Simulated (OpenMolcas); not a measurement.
**Fe⁴⁺ among point charges: CASSCF and CASPT2 levels and susceptibility**

How does a field of 3 point charges split the states of Fe⁴⁺, and what χT follows?

Method: state-averaged CASSCF and CASPT2, spin-orbit coupling by RASSI with atomic mean-field integrals. Code: OpenMolcas 26.06.

## Step 1: The atom as given

```
Species                           : Fe⁴⁺ (iron, Z = 26, 22 electrons)
Basis                             : ANO-RCC-VDZP [5s4p2d1f], 34 functions
Scalar Hamiltonian                : DKH2, point nucleus
Inactive shells                   : 1s 2s 2p 3s 3p
Active space                      : 4 electrons in 5 orbitals (3d)
Some configurations of this space : 3d4
Orbitals                          : optimised for each spin and parity, averaged over all roots
```

Outer shells as boxes (Hund's rule):

3d4
```
3d [↑ ][↑ ][↑ ][↑ ][  ]
```

The ion sits among 3 point charges of -1.95 e arranged as a planar triangle (D3h), 1.8 Å from the ion.

Each step is its own input file, run in one work folder so that later steps find the files of earlier ones. Labels, J, g values, rates, χT and fits are worked out afterwards by a script from the matrices that RASSI stores.

## Step 2: Basis and integrals

a.inp

```
&GATEWAY
Coord
1

Fe 0.0 0.0 0.0
Basis=ANO-RCC-VDZP
Group=NoSym
NoMove
AngMom=0.0 0.0 0.0
AMFI
XField
3 Angstrom 0
1.800000 0.000000 0.000000 -1.950000
-0.900000 1.558846 0.000000 -1.950000
-0.900000 -1.558846 0.000000 -1.950000
&SEWARD
```

Launch:

```sh
OMP_NUM_THREADS=1 MOLCAS_MEM=1689 MOLCAS_PROJECT=a pymolcas a.inp > a.log
```

## Step 3: Reference wave functions, quintets, 5 roots

a.inp

```
&RASSCF
FileOrb=start.orb
Symmetry=1
Spin=5
nActEl=4 0 0
Inactive=9
Ras2=5
CIRoot=5 5 1
SDav=5
CIMx=300
Iter=120 100
PrWF=0.3
OrbListing=Nothing
MaxOrb=0
>>> COPY $Project.JobIph JOB001
```

start.orb holds the contracted functions of the basis, ordered by shell, or the orbitals of the step before.

## Step 4: Reference wave functions, triplets, 45 roots

a.inp

```
&RASSCF
FileOrb=start.orb
Symmetry=1
Spin=3
nActEl=4 0 0
Inactive=9
Ras2=5
CIRoot=45 45 1
SDav=45
CIMx=300
Iter=120 100
PrWF=0.3
OrbListing=Nothing
MaxOrb=0
>>> COPY $Project.JobIph JOB002
```

## Step 5: CASSCF: singlets, 50 roots

a.inp

```
&RASSCF
FileOrb=start.orb
Symmetry=1
Spin=1
nActEl=4 0 0
Inactive=9
Ras2=5
CIRoot=50 50 1
SDav=50
CIMx=300
Iter=120 100
PrWF=0.3
OrbListing=Nothing
MaxOrb=0
>>> COPY $Project.JobIph JOB003
```

## Step 6: State interaction with spin-orbit coupling

a.inp

```
&RASSI
NrOfJobIphs=3 5 45 50
1 2 3 4 5
1 2 3 4 5 6 7 8 9 10 11 12 13 14 15 16 17 18 19 20 21 22 23 24 25 26 27
28 29 30 31 32 33 34 35 36 37 38 39 40 41 42 43 44 45
1 2 3 4 5 6 7 8 9 10 11 12 13 14 15 16 17 18 19 20 21 22 23 24 25 26 27
28 29 30 31 32 33 34 35 36 37 38 39 40 41 42 43 44 45 46 47 48 49 50
IphNames
JOB001
JOB002
JOB003
EJob
SpinOrbit
DIPRint=1.0
SOCoupling=1000.0
Subsets=2
Property=9
'ANGMOM' 1 'ANGMOM' 2 'ANGMOM' 3 'MLTPL  1' 1 'MLTPL  1' 2 'MLTPL  1' 3
'AMFI' 1 'AMFI' 2 'AMFI' 3
SOProperty=3
'ANGMOM' 1 'ANGMOM' 2 'ANGMOM' 3
```

## Step 7: CASPT2: IPEA 0.25, imaginary shift 0.1 (closed shells correlated: 3s 3p)

a.inp

```
>>> COPY JOB001 $Project.JobIph
&CASPT2
Multistate=5 1 2 3 4 5
NoMult
Frozen=5
IPEA=0.25
Imaginary=0.1
MaxIter=60
WThr=0.0 0.3 0.05
PrWF=0.5
NoMix
>>> COPY JOB002 $Project.JobIph
&CASPT2
Multistate=45 1 2 3 4 5 6 7 8 9 10 11 12 13 14 15 16 17 18 19 20 21 22
23 24 25 26 27 28 29 30 31 32 33 34 35 36 37 38 39 40 41 42 43 44 45
NoMult
Frozen=5
IPEA=0.25
Imaginary=0.1
MaxIter=60
WThr=0.0 0.3 0.05
PrWF=0.5
NoMix
>>> COPY JOB003 $Project.JobIph
&CASPT2
Multistate=50 1 2 3 4 5 6 7 8 9 10 11 12 13 14 15 16 17 18 19 20 21 22
23 24 25 26 27 28 29 30 31 32 33 34 35 36 37 38 39 40 41 42 43 44 45 46
47 48 49 50
NoMult
Frozen=5
IPEA=0.25
Imaginary=0.1
MaxIter=60
WThr=0.0 0.3 0.05
PrWF=0.5
NoMix
```

(Steps that only read results are left out.)

**Question.** What will these runs give? Wanted: spin-free ground state; first state of the same spin within the active space; lowest level; next level.

The runs gave:

| quantity | value |
| --- | --- |
| method | SS-CASPT2, IPEA 0.25, imaginary shift 0.1 (closed shells correlated: 3s 3p) |
| spin-free ground state | 5E, 2-fold in its orbital part |
| first state of the same spin within the active space | 5E at 7380 cm⁻¹ |
| lowest level | 1-fold A1 |
| next level | 0.4 cm⁻¹ |
| χT at 300 K | 1.63 cm³ K/mol |
| effective moment at 300 K | 3.61 μB |

Cost by method:

```
                                              method  time of its own steps  time with the reference
                                           A. CASSCF                   22 s                     22 s
B. SS-CASPT2, IPEA 0.25, imaginary shift 0.1, +3s 3p                    7 s                     29 s
```

Times are of one thread on a shared host.

**Reading.** The spin-free ground state (5E) comes to 100 % from free-ion D terms and keeps the highest spin of the shell. χT at 300 K is 1.63, against 3.01 cm³ K/mol for the spin alone, so spin-orbit coupling lowers it. An active space of the d shell alone favours high spin; real ions in strong fields can be low spin. CASPT2 does not keep the components of a term degenerate, and the means are used. The field of point charges can differ much from that of real complexes. With metal d orbitals alone active, the gaps between spin states are rough; where two lie within a few thousand cm-1, their order is open. Point charges carry no covalency, so the field is a model and not that of real ligands.
